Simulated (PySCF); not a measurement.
# One shape, several levels: GaNH4O2 (SMILES [NH2][Ga]([OH])[OH])

We compute a comparison of 5 runs (HF/STO-3G, HF/3-21G, B3LYP/6-31G*, CCSD/6-31G*) of GaNH4O2. Input form: a Python script.

Program for the calculation: PySCF 2.14.0.

### 1 The system as given

GaNH4O2: 8 atoms, total charge 0, spin state singlet. As SMILES, `[NH2][Ga]([OH])[OH]`. The coordinates come from a PBE0-D4/def2-TZVP relaxation. This is one conformer, not always the lowest.

Bond lengths: N1–Ga2 1.809 Å, Ga2–O3 1.777 Å, Ga2–O4 1.785 Å, N1–H5 1.007 Å, N1–H6 1.006 Å, O3–H7 0.960 Å, O4–H8 0.959 Å. Angles: N1–Ga2–O3 119.2°, N1–Ga2–O4 124.8°, O3–Ga2–O4 115.9°, Ga2–N1–H5 119.5°, Ga2–N1–H6 121.6°, Ga2–O3–H7 112.6°, Ga2–O4–H8 114.8°, H5–N1–H6 111.4°.

### 2 Energy and gradient at HF/STO-3G (run 1)

input.xyz reads:

```xyz
8
GaH4NO2
N     -1.492100     0.219900     0.286200
Ga     0.280500     0.070800    -0.042300
O      1.348200     1.445900     0.316200
O      1.059800    -1.345600    -0.798200
H     -1.827200     0.968900     0.869400
H     -2.086100    -0.589000     0.350800
H      2.255200     1.288100     0.045800
H      0.461800    -2.058900    -1.027800
```

calc.py reads:

```python
import pyscf.grad
from pyscf import gto, scf

molecule = gto.M(
    atom='input.xyz',
    basis='sto-3g',
    verbose=4,
    spin=0,
    max_memory=1860,
)

mf = scf.RHF(molecule)
mf.conv_tol = 1e-10
mf.kernel()
if not mf.converged:
    mf = mf.newton().run(mf.mo_coeff, mf.mo_occ)

e_tot = mf.e_tot
print('E = %.10f Eh' % e_tot)
grad = mf.Gradients().kernel()
mf.analyze()
```

Command:

```sh
OMP_NUM_THREADS=1 python calc.py
```

What it wrote:

```text
PySCF version 2.14.0

[... 82 lines left out ...]
Total Energy =                       -2104.674497784567393
[... 7 lines left out ...]
MO #1   energy= -374.630370713851  occ= 2
[... 5 lines left out ...]
MO #7   energy= -20.1702631762074  occ= 2
[... 5 lines left out ...]
MO #13  energy= -1.20967152387408  occ= 2
[... 5 lines left out ...]
MO #19  energy= -0.48765680814231  occ= 2
[... 5 lines left out ...]
MO #25  energy= -0.314082330292831 occ= 2
[... 5 lines left out ...]
MO #31  energy= 0.336651549758107  occ= 0
[... 5 lines left out ...]
MO #37  energy= 0.808766599689968  occ= 0
[... 48 lines left out ...]
Dipole moment(X, Y, Z, Debye): -1.00131, -1.26259,  0.35486
```

Run time: 4.2 s. Hardware: 1 thread of Intel Xeon at 2.50GHz (Skylake/Cascade Lake), shared host; peak memory 0.12 GiB.

### 3 Energy and gradient at HF/3-21G (run 2)

Edit input.xyz of step 2 so:

```diff
@@ -1,3 +1,3 @@
 8
-GaH4NO2
+
 N     -1.492100     0.219900     0.286200
```

input.py reads:

```python
import pyscf.grad
from pyscf import gto

system = gto.Mole()
system.atom = 'input.xyz'
system.basis = '3-21g'
system.max_memory = 1860
system.verbose = 4
system.build()

mf = system.RHF()
mf.conv_tol = 1e-10
mf.kernel()
if not mf.converged:
    mf = mf.newton().run(mf.mo_coeff, mf.mo_occ)

energy = mf.e_tot
print('Final energy', energy)
grad = mf.Gradients().kernel()
mf.analyze()
```

Command:

```sh
OMP_NUM_THREADS=1 python input.py
```

What it wrote:

```text
PySCF version 2.14.0

[... 64 lines left out ...]
converged SCF energy = -2119.32608792049
[... 21 lines left out ...]
MO #1   energy= -376.480181725549  occ= 2
[... 7 lines left out ...]
MO #9   energy= -6.37657413391494  occ= 2
[... 7 lines left out ...]
MO #17  energy= -1.13327574537771  occ= 2
[... 7 lines left out ...]
MO #25  energy= -0.483502660418755 occ= 2
[... 7 lines left out ...]
MO #33  energy= 0.204313583750626  occ= 0
[... 7 lines left out ...]
MO #41  energy= 0.560143315425034  occ= 0
[... 7 lines left out ...]
MO #49  energy= 1.79733189511108   occ= 0
[... 7 lines left out ...]
MO #57  energy= 3.16647651563963   occ= 0
[... 68 lines left out ...]
Dipole moment(X, Y, Z, Debye): -1.79945, -2.03867,  0.50132
```

Wall time 5.4 s (1 thread of Intel Xeon at 2.50GHz (Skylake/Cascade Lake), shared host); peak memory 0.13 GiB.

Run 3 isn't shown in full; the table further down has it.

### 4 Energy and forces at B3LYP/6-31G(d) (Cartesian functions) (run 4)

mol.xyz reads:

```xyz
8

N     -1.492100     0.219900     0.286200
Ga     0.280500     0.070800    -0.042300
O      1.348200     1.445900     0.316200
O      1.059800    -1.345600    -0.798200
H     -1.827200     0.968900     0.869400
H     -2.086100    -0.589000     0.350800
H      2.255200     1.288100     0.045800
H      0.461800    -2.058900    -1.027800
```

run.py reads:

```python
# [NH2][Ga]([OH])[OH]
from pyscf import gto, dft

mol = gto.Mole()
mol.atom = 'mol.xyz'
mol.verbose = 4
mol.spin = 0
mol.cart = True
mol.charge = 0
mol.max_memory = 1860
mol.basis = '6-31g*'
mol.build()

calc0 = dft.RKS(mol)
calc0.xc = 'b3lyp'
calc0.grids.level = 5
calc0.conv_tol = 1e-10
calc0.kernel()
if not calc0.converged:
    calc0 = calc0.newton().run(calc0.mo_coeff, calc0.mo_occ)

e_tot = calc0.e_tot
print('E = %.10f Eh' % e_tot)
grad = calc0.nuc_grad_method().kernel()
calc0.analyze()
```

Command:

```sh
OMP_NUM_THREADS=1 python run.py
```

What it wrote:

```text
PySCF version 2.14.0

[... 105 lines left out ...]
MO #4   energy= -40.6942964919933  occ= 2
[... 11 lines left out ...]
MO #16  energy= -0.832411281073945 occ= 2
[... 11 lines left out ...]
MO #28  energy= -0.290740530709568 occ= 2
[... 11 lines left out ...]
MO #40  energy= 0.286470173450722  occ= 0
[... 11 lines left out ...]
MO #52  energy= 0.931011134846514  occ= 0
[... 11 lines left out ...]
MO #64  energy= 1.70724656411311   occ= 0
[... 11 lines left out ...]
MO #76  energy= 2.40478388209496   occ= 0
[... 11 lines left out ...]
MO #88  energy= 73.8421360203383   occ= 0
[... 99 lines left out ...]
Dipole moment(X, Y, Z, Debye): -1.64122, -1.53970,  0.36215
```

Wall time 56 s (1 thread of Intel Xeon at 2.50GHz (Skylake/Cascade Lake), shared host); peak memory 0.86 GiB.

### 5 A single-point energy at CCSD/6-31G(d) (spherical functions) (run 5)

run.py reads:

```python
from pyscf import gto, cc

system = gto.M(
    atom='''
N   -1.492100   0.219900   0.286200
Ga   0.280500   0.070800  -0.042300
O    1.348200   1.445900   0.316200
O    1.059800  -1.345600  -0.798200
H   -1.827200   0.968900   0.869400
H   -2.086100  -0.589000   0.350800
H    2.255200   1.288100   0.045800
H    0.461800  -2.058900  -1.027800
''',
    basis='6-31g*',
    verbose=3,
    max_memory=1860,
    spin=0,
)

hf = system.RHF()
hf.conv_tol = 1e-10
hf.kernel()
if not hf.converged:
    hf = hf.newton().run(hf.mo_coeff, hf.mo_occ)

mycc = cc.CCSD(hf, frozen=12)
mycc.kernel()
etot = mycc.e_tot
print(f'total energy: {etot:.8f} hartree')
hf.analyze()
```

Command:

```sh
OMP_NUM_THREADS=1 python run.py
```

What it wrote:

```text
converged SCF energy = -2129.52371158647
[... 4 lines left out ...]
MO #2   energy= -48.2122599419169  occ= 2
[... 9 lines left out ...]
MO #12  energy= -4.5206443677597   occ= 2
[... 9 lines left out ...]
MO #22  energy= -0.655651898563261 occ= 2
[... 9 lines left out ...]
MO #32  energy= 0.142282971452641  occ= 0
[... 9 lines left out ...]
MO #42  energy= 0.664973267905872  occ= 0
[... 9 lines left out ...]
MO #52  energy= 1.24766199851233   occ= 0
[... 9 lines left out ...]
MO #62  energy= 1.86944101040755   occ= 0
[... 9 lines left out ...]
MO #72  energy= 2.4887490674349    occ= 0
[... 9 lines left out ...]
MO #82  energy= 3.68644526304297   occ= 0
[... 9 lines left out ...]
Dipole moment(X, Y, Z, Debye): -1.75457, -1.73882,  0.42015
```

It took 29 s on 1 thread of Intel Xeon at 2.50GHz (Skylake/Cascade Lake), shared host; peak memory 0.4 GiB.

### 6 All runs side by side

| run | level | integration grid | Cartesian functions | energy (Eh) | dipole moment (D) of the reference | HOMO energy (eV) | LUMO energy (eV) | wall time |
| --- | --- | --- | --- | --- | --- | --- | --- | --- |
| 1 | HF/STO-3G | – | no | -2104.674498 | 1.65 | -7.59 | 7.18 | 4.2 s |
| 2 | HF/3-21G | – | no | -2119.326088 | 2.77 | -10.68 | 3.06 | 5.4 s |
| 3 | B3LYP/6-31G* (spherical functions) | 5 | no | -2132.278452 | 2.29 | -6.97 | -0.73 | 57 s |
| 4 | B3LYP/6-31G* (Cartesian functions) | 5 | yes | -2132.289104 | 2.28 | -6.96 | -0.74 | 56 s |
| 5 | CCSD/6-31G* (spherical functions) | – | no | -2130.292458 | 2.51 | -11.05 | 2.44 | 29 s |

### 7 Results

| quantity | value |
| --- | --- |
| run 5: total energy | -2130.29246 Eh |
| run 5: dipole moment (Hartree–Fock density) | 2.51 D |
| run 5: HOMO energy (Hartree–Fock orbitals) | -11.05 eV |
| run 5: LUMO energy (Hartree–Fock orbitals) | 2.44 eV |
| run 5: HOMO–LUMO gap (Hartree–Fock orbitals) | 13.49 eV |
| run 5: correlation energy (12 core orbitals frozen) | -768.7 mEh |
| run 5: T1 diagnostic | 0.014 |

In words: Over runs 1, 2, 3, 4 the dipole moment (its size) runs from 1.65 D (HF/STO-3G) to 2.77 D (HF/3-21G). Over runs 1, 2, 3, 4 the HOMO–LUMO gap runs from 6.22 eV (B3LYP/6-31G*) to 14.78 eV (HF/STO-3G). The two ends differ in method and basis. In run 1 the basis is minimal, so the values are rough. All runs together took 2.5 min, the longest 57 s.
